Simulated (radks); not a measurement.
**Valence configurations of Mn⁺**

The task here is to estimate one member of a computed series from the others.

The numbers are computed with radks (a radial shooting solver on a logarithmic mesh, Libxc functionals) version 1 (Dirac Kohn-Sham, PBE, spin-unpolarised, spherical densities, finite nucleus; open shells fill j = l - 1/2 first), except any that are marked as measured or tabulated.

## The atom as given

```
element            : manganese (Z = 25)
charge             : +1
electrons          : 24
configuration      : [Ar] 3d5 4s1
nuclear rms radius : 3.7057 fm
others tried       : 3d4 4s1 4p1; 3d5 4p1; 3d5 4s0.5 4p0.5; 3d4 4s2; 3d6; 3d4 4p2; 3d4.5 4s0.5 4p1; 3d3 4s1 4p2; 3d4.5 4s1.5
```

Set-up of the first run:

The run's settings:

```text
Z 25
configuration [Ar] 3d5 4s1
relativity Dirac
functional pbe,pbe
spin unpolarised
j_filling energy
nucleus finite rms 3.7057 fm
c 137.035999084
```

Among the steps run: [Ar] 3d5 4s1.

One of the session's tables, all rows but one given; the rest of the session is left out.

It belongs to the step «[Ar] 3d5 4s1». Sizes of the orbitals, from the radial functions (bohr):

| level | <r> | outermost maximum (interpolated) | 90 % within | nodes |
| --- | --- | --- | --- | --- |
| 2p1/2 | 0.2451 | 0.187 | 0.402 | 0 |
| 2p3/2 | 0.2480 | 0.189 | 0.406 | 0 |
| 3s1/2 | 0.8520 | 0.736 | 1.28 | 2 |
| 3p1/2 | 0.8987 | 0.748 | 1.39 | 1 |
| 3p3/2 | 0.9078 | 0.755 | 1.40 | 1 |
| 3d3/2 | ? | ? | ? | ? |
| 3d5/2 | 1.190 | 0.764 | 2.08 | 0 |
| 4s1/2 | 2.809 | 2.38 | 4.19 | 3 |

Q: Estimate the row for 3d3/2 from the others.

As computed: <r>: 1.185; outermost maximum (interpolated): 0.761; 90 % within: 2.07; nodes: 0. In the column «<r>» it lies between 3p3/2 (0.9078) and 3d5/2 (1.190).
